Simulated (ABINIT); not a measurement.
SiC2:

```
Si C
1.0
     2.46491    0.00000    0.00000
    -1.23245    2.13467    0.00000
     0.00000    0.00000    7.12745
Si C
1 2
Direct
  0.00000 0.00000 0.00000
  0.33333 0.66667 0.50000
  0.66667 0.33333 0.50000
```

The cell was built by a generator and needn't be a form met in nature.

| Quantity | Value |
| --- | --- |
| Program | ABINIT 10.8.3 (patched build) |
| Task | relaxation of cell and atoms |
| Functional | LDA |
| Potentials or basis | PseudoDojo NC SR LDA v0.4.1 standard |
| Cutoff | 1116 eV |
| k mesh | 9 × 9 × 3 |
| Occupations | fermi-dirac, width 0.05 eV |
| Spin | no spin polarisation |

At the start: pressure -3.1 GPa; volume 12.50 Å³/atom.

Problem. How do energy, volume and symmetry change on relaxing?

Solution. Over 9 steps the energy falls by 2.4 meV/atom and the volume is 12.33 Å³/atom (-1.4 %); space group P6/mmm (No. 191, to 0.05 Å).

Step by step:
```tsv
step	energy change (eV)	largest force (eV/Å)	pressure (GPa)	volume (Å³)
1	0.0000	0.0014	-3.12	37.50
2	-0.0066	0.0001	-0.84	37.15
3	-0.0071	0.0001	0.01	37.02
4	-0.0071	0.0000	-0.01	37.02
5	-0.0071	0.0000	-0.02	37.02
6	-0.0071	0.0001	-0.03	37.01
7	-0.0071	0.0001	-0.03	37.00
8	-0.0071	0.0000	-0.01	36.99
9	-0.0071	0.0000	0.00	36.98
```

Final structure:
```xyz
3
Lattice="2.4490 0.0000 0.0000 -1.2245 2.1209 0.0000 0.0000 0.0000 7.1200" Properties=species:S:1:pos:R:3 pbc="T T T"
Si    0.0000    0.0000    0.0000
C     0.0000    1.4139    3.5600
C     1.2245    0.7070    3.5600
```
